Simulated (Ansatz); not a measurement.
# CH7BSeSi: basis-set convergence

Aim: see how fast density functionals converge with the basis set for CH7BSeSi.

Computed with Ansatz 0.2.0, Gaussian basis. Level: one geometry, several basis sets.

Levels to be run: PBE0-D4/def2-SVP; ωB97M-V/def2-SVP; PBE0-D4/def2-QZVPP; ωB97M-V/def2-QZVPP; the functionals' def2-TZVPP values are taken from earlier runs.

## 1. The geometry

All runs share one geometry, relaxed beforehand with PBE0-D4 in a triple-zeta def2 set.

11 atoms, charge 0, spin multiplicity 1.

Atoms are counted from 1 here; the program's logs count them from 0.

Bond lengths: C1–Se2 1.952 Å, C1–H5 1.089 Å, C1–H6 1.089 Å, C1–H7 1.087 Å, Se2–B3 1.882 Å, B3–Si4 2.005 Å, B3–H8 1.195 Å, Si4–H9 1.491 Å, Si4–H10 1.489 Å, Si4–H11 1.491 Å. Angles: Se2–C1–H5 108.7°, Se2–C1–H6 108.7°, Se2–C1–H7 108.7°, H5–C1–H6 109.8°, H5–C1–H7 110.5°, H6–C1–H7 110.5°, C1–Se2–B3 103.7°, Se2–B3–Si4 118.4°, Se2–B3–H8 118.5°, Si4–B3–H8 123.1°, B3–Si4–H9 110.2°, B3–Si4–H10 112.8°, B3–Si4–H11 110.1°, H9–Si4–H10 108.1°, H9–Si4–H11 107.4°, H10–Si4–H11 108.1°.

## 2. PBE0-D4 in def2-SVP

in.yaml reads:

```yaml
crystal:
  periodic: [false, false, false]
  atoms:
    - {symbol: C, position_ang: [-1.350019, 1.934003, 0.853767]}
    - {symbol: Se, position_ang: [0.359844, 1.240618, 0.215465]}
    - {symbol: B, position_ang: [0.001812, -0.572587, -0.138303]}
    - {symbol: Si, position_ang: [1.491291, -1.722146, -0.830320]}
    - {symbol: H, position_ang: [-1.677974, 2.726021, 0.182748]}
    - {symbol: H, position_ang: [-1.210909, 2.335193, 1.856175]}
    - {symbol: H, position_ang: [-2.073518, 1.122373, 0.866080]}
    - {symbol: H, position_ang: [-1.101938, -0.985691, 0.060729]}
    - {symbol: H, position_ang: [1.120479, -2.302533, -2.152743]}
    - {symbol: H, position_ang: [2.767865, -0.973188, -0.995236]}
    - {symbol: H, position_ang: [1.738367, -2.859063, 0.102239]}
basis:
  gaussian: {orbitals: def2-SVP}
hamiltonian: {xc: pbe0, dispersion: d4}
output: {orbitals: {seedname: orbitals}}
```

Started as:

```sh
> ansatz run in.yaml --threads 4 --pin off --events-out ev --progress --plain --max-ram 10444MiB
```

Further steps of the session: ωB97M-V in def2-SVP; PBE0-D4 in def2-QZVPP; ωB97M-V in def2-QZVPP.

Q: Predict the results of all the runs planned. Wanted: PBE0-D4: double and triple zeta above quadruple; ωB97M-V: double and triple zeta above quadruple.

**Answer**, as computed:

| quantity | value |
| --- | --- |
| PBE0-D4: double and triple zeta above quadruple | 14.46, 1.74 eV |
| ωB97M-V: double and triple zeta above quadruple | 14.56, 1.68 eV |

What this shows: For PBE0-D4 the step from double to triple zeta gains 12.72 eV and the next only 1.74 eV. Total energies overstate the basis error of differences, where much of it tends to cancel.
